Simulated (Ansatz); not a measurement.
# two structures of Lu: a comparison of enthalpies under pressure

Program: the Ansatz DFT code, driven from Python.

`transition.py`
```python
import warnings

import ansatz as az
import numpy as np
from tabulate import tabulate


def bcc(A, a):
    return az.Crystal.bcc(A, a=a)


def hcp(A, a):
    return (
        az.Lattice.from_parameters(a, a, 1.633 * a, alpha=90, beta=90, gamma=120)
        .space_group(194)
        .atom(A, (1 / 3, 2 / 3, 0.25))
    )


def solve(name, crystal, pressure=0.0):
    calc = (
        crystal.calculation()
        .scf(self_checks="low")
        .functional(az.Functional.R2SCAN)
        .basis(600)
        .kpoints(spacing=0.39)
        .occupations("gaussian", width=0.05)
    )
    calc = calc.relax(force_tolerance=0.03, cell=True, pressure=pressure)
    return calc.run(threads=1)


def volume_per_atom(outcome):
    return abs(np.linalg.det(outcome.lattice.cell_ang)) / len(outcome.lattice.sites)

warnings.simplefilter("ignore")

phases = {}
phases["bcc"] = bcc("Lu", 3.89)
phases["hcp"] = hcp("Lu", 3.47)

pressures = [0, 10, 20, 30]
enthalpy, volume = {name: [] for name in phases}, {name: [] for name in phases}
for p in pressures:
    for name, crystal in phases.items():
        o = solve(name, crystal, pressure=p)
        volume[name].append(volume_per_atom(o))
        enthalpy[name].append(o.report["energy_sigma0_ev"] / len(o.lattice.sites) + p * volume[name][-1] / 160.21766)
gap = np.array(enthalpy["hcp"]) - np.array(enthalpy["bcc"])
rows = [(p, va, vb, 1000 * d) for p, va, vb, d in zip(pressures, volume["bcc"], volume["hcp"], gap)]
print(tabulate(rows, headers=["P (GPa)", "V bcc (A^3/atom)", "V hcp (A^3/atom)", "H(hcp) - H(bcc) (meV/atom)"], floatfmt=".4f", tablefmt="simple"))
crossings = [p0 - g0 * (p1 - p0) / (g1 - g0) for p0, p1, g0, g1 in zip(pressures, pressures[1:], gap, gap[1:]) if g0 * g1 < 0]
print("crossing near", [round(float(p), 1) for p in crossings], "GPa") if crossings else print("no crossing in this range")
```

```console
$ python transition.py
  P (GPa)    V bcc (A^3/atom)    V hcp (A^3/atom)    H(hcp) - H(bcc) (meV/atom)
---------  ------------------  ------------------  ----------------------------
        0             29.7244             28.9435                     -104.4472
       10             24.9605             24.3211                     -167.2048
       20             22.2766             21.7429                     -201.9811
       30             20.1939             19.9881                     -218.9912
no crossing in this range
```

These settings explore the input space; cutoff and mesh may be short of convergence. At a fixed pressure a relaxation lowers the enthalpy F + PV, while F alone can rise. The meshes are coarse for the metals among these phases, whose energies can be off by up to 40 meV an atom. Only these two structures are compared, at zero temperature and with their symmetry kept; either may be hypothetical, and another phase may be lower than both. Differences under about 40 meV an atom lie within the error of mesh and functional. The cells are prototypes set up for this calculation and needn't exist. Wall time of the script: 2.9 min on 1 thread of Arm Neoverse V2, with other jobs on the host, peak memory 0.63 GiB.
